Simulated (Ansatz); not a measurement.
Runs of Ansatz 0.2.0 on Hf2Pd2Se2Br2O3. The typed cell holds 11 atoms: a = 5.607 Å, b = 5.574 Å, c = 8.642 Å, α = 75.02°, β = 81.24°, γ = 74.12°. The cell was built by a generator and needn't be a form met in nature.

```csv
task,level,U,points for each segment of the path,hubbard projectors,double counting,gap on the mesh (eV),pressure (GPa),largest force (eV/Å)
electric field gradients,PBE,-,-,-,-,none,-0.1,0.04
electron localisation function,PBE,-,-,-,-,none,-0.1,0.04
band structure,PBE,-,10,-,-,none,-0.1,0.04
projected density of states,PBE+U,"Hf d U = 8 eV, Pd d U = 8 eV",-,ortho-atomic (the default),fll (the default),none,3.9,(a)
projected density of states,PBE+U,"Hf d U = 6 eV, Pd d U = 6 eV",-,ortho-atomic (the default),fll (the default),none,2.7,0.65
```

Alike in all rows: potentials or basis Ansatz PAW; no spin polarisation; cell as given; k mesh 5 × 5 × 4; cutoff (eV) 420; smearing fermi-dirac 0.05 eV.

Q: Estimate the missing entries.

A: (a) 0.93.

Caveats: U without spin polarisation on a metal has little footing (some runs); spin-orbit coupling is left out, which moves the levels of the heavy elements (some runs).

A k mesh can miss the band edges, and the runs leave out spin-orbit coupling on Br, Hf, Pd, Se.

A gap of «none» marks a metal or a gap under the smearing width.
